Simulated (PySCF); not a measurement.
# C2H9NSi: the cost of one run

The runs use PySCF 2.14.0, with density-fitted response routines of our own; the level of theory stands in each step. All values are computed, except where a source is named. Atoms count from 0, in the outputs and in this text.

## (1) Starting geometry

13 atoms, charge 0, multiplicity 1; geometry from: GFN2-xTB. The atoms were then displaced at random by about 0.01 Å, so the start is not that level's minimum.

Bonds of the start (Å): C0–C1 1.54, C1–N2 1.46, N2–Si3 1.66, C0–H4 1.10, C0–H5 1.05, C0–H6 1.09, C1–H7 1.09, C1–H8 1.11, N2–H9 1.00, Si3–H10 1.48, Si3–H11 1.49, Si3–H12 1.49.

## (2) Optimising the geometry at PBE0-D3(BJ)/def2-SVP

The job: settings as JSON, then the geometry in Å.

```
{"job": {"xc": "PBE0", "basis": "def2-SVP", "d3": "d3bj", "grid": 1, "shake": 0.01, "kind": "geom"}, "charge": 0, "multiplicity": 1}
C      1.960430     0.024470     0.216620
C      0.537300    -0.563730     0.268190
N     -0.414070     0.210310    -0.518860
Si    -2.033670     0.348490    -0.161610
H      1.910400     1.070130     0.557990
H      2.624280    -0.515590     0.828740
H      2.319690     0.047080    -0.810850
H      0.602680    -1.598470    -0.079780
H      0.183950    -0.562720     1.321640
H     -0.099880     0.287640    -1.461520
H     -2.163390     0.823860     1.230580
H     -2.828880    -0.906260    -0.253430
H     -2.593010     1.317900    -1.148030
```

Command:

```bash
$ OMP_NUM_THREADS=1 python probes_run.py task.json out
```

The driver reads the jobs from task.json and runs them one after another.

Q: Estimate the wall time and peak memory of this first job on 1 thread of Arm Neoverse N1, shared host.

About 32 s, with a peak of 0.43 GiB.
